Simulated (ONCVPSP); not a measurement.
# An ONCV potential for O, from input to tests

Aim: build the potential from the settings below, then test how well it stands in for the atom: other configurations, scattering, ghost states and the plane-wave cutoff that it needs.

The numbers are computed with ONCVPSP 4.0.1.1 (patched build) (PBE, scalar-relativistic, spin-unpolarised reference atom).

**1. Starting point**

Typed settings, in words:

```
element                 : oxygen (O, Z = 8)
type                    : optimised norm-conserving Vanderbilt (ONCV)
frozen core             : [He]
valence charge          : 6
reference configuration : 2s2 2p4
partial waves           : 2s: rc 0.95 bohr, ncon 5, nbas 10, qcut 8.5 1/bohr, 1 projector; 2p: rc 2.15 bohr, ncon 3, nbas 7, qcut 7.1 1/bohr, 2 projectors, debl 0.3 Ha; d scattering state at 0.29 Ha: rc 1.85 bohr, ncon 4, nbas 8, qcut 6.2 1/bohr, 2 projectors, debl 2.8 Ha
local potential         : polynomial inside 0.75 bohr (lpopt 5, dvloc0 3 Ha)
core correction         : Teter function, fcfact 1.5, rcfact 1.75
```

An earlier all-electron run gives the scale for the radii.

All-electron outer shells of the reference configuration (PBE, scalar-relativistic, ld1.x):

| shell | level (eV) | outermost node (bohr) | outermost maximum (bohr) |
| --- | --- | --- | --- |
| 1s | -514.70 | – | 0.13 |
| 2s | -23.96 | 0.28 | 0.87 |
| 2p | -9.03 | – | 0.82 |

**2. Generating the potential**

Input file O.dat:

```
# ATOM AND REFERENCE CONFIGURATION
# atsym  z   nc   nv     iexc    psfile
  O 8.00    1    2        4      upf
#
#   n    l    f
    1    0    2.00
    2    0    2.00
    2    1    4.00
#
# PSEUDOPOTENTIAL AND OPTIMIZATION
# lmax
    2
#
#   l,   rc,      ep,       ncon, nbas, qcut
    0    0.95    0.00    5   10    8.50
    1    2.15    0.00    3    7    7.10
    2    1.85    0.29    4    8    6.20
#
# LOCAL POTENTIAL
# lloc, lpopt,  rc(5),   dvloc0
    4    5    0.75    3.00
#
# VANDERBILT-KLEINMAN-BYLANDER PROJECTORs
# l, nproj, debl
    0    1    1.80
    1    2    0.30
    2    2    2.80
#
# MODEL CORE CHARGE
# icmod, fcfact, rcfact
    3    1.50    1.75
#
# LOG DERIVATIVE ANALYSIS
# epsh1, epsh2, depsh
   -2.00    5.00    0.02
#
# OUTPUT GRID
# rlmax, drl
    6.00    0.01
#
# TEST CONFIGURATIONS
# ncnf
    4
# nvcnf
#   n    l    f
    2
    2    0    2.00
    2    1    3.00
#
    2
    2    0    2.00
    2    1    2.00
#
    2
    2    0    2.00
    2    1    1.00
#
    2
    2    0    1.00
    2    1    5.00
#
```

Run with:

```console
$ oncvpsp.x < O.dat > O.out
```

Q: Predict the outcome of this session. Wanted: cutoffs for 1 and 0.1 mHa per electron, occupied waves; bound ghosts; GHOST(+) flags; largest test error; largest phase difference near zero energy, channels read; rms error of d²Exc/dn², without and with the model core; projector energies reset by the program.

**Answer**, as computed:

| quantity | value |
| --- | --- |
| cutoffs for 1 and 0.1 mHa per electron, occupied waves | 35 Ha and 192 Ha |
| bound ghosts | none found |
| GHOST(+) flags | none at low energy |
| largest test error (AE − PS) | +3293 meV, for 2s2 2p1 |
| largest phase difference near zero energy, channels read | 0.002 rad |
| rms error of d²Exc/dn², without and with the model core | 0.58 and 1.70 mHa |
| projector energies reset by the program | p: -0.332, 0.250 Ha |

In words: By total energies transferability is poor: the largest error is 3293 meV on 103.9 eV, for 2s2 2p1. That test lies far up in energy; among those under 40 eV, nearer to bonding, the largest error is 138 meV. It counts as hard, with 35 Ha needed at the looser tolerance. The tighter tolerance needs 192 Ha, and converged work needs a cutoff nearer that. At the looser tolerance the 2s wave is the slowest; 2p needs 16 Ha. It is free of bound ghosts as far as tested. Near zero energy the phases of the channels with partial waves agree within 0.002 rad. These are tests on the free atom; a crystal test is still owed.
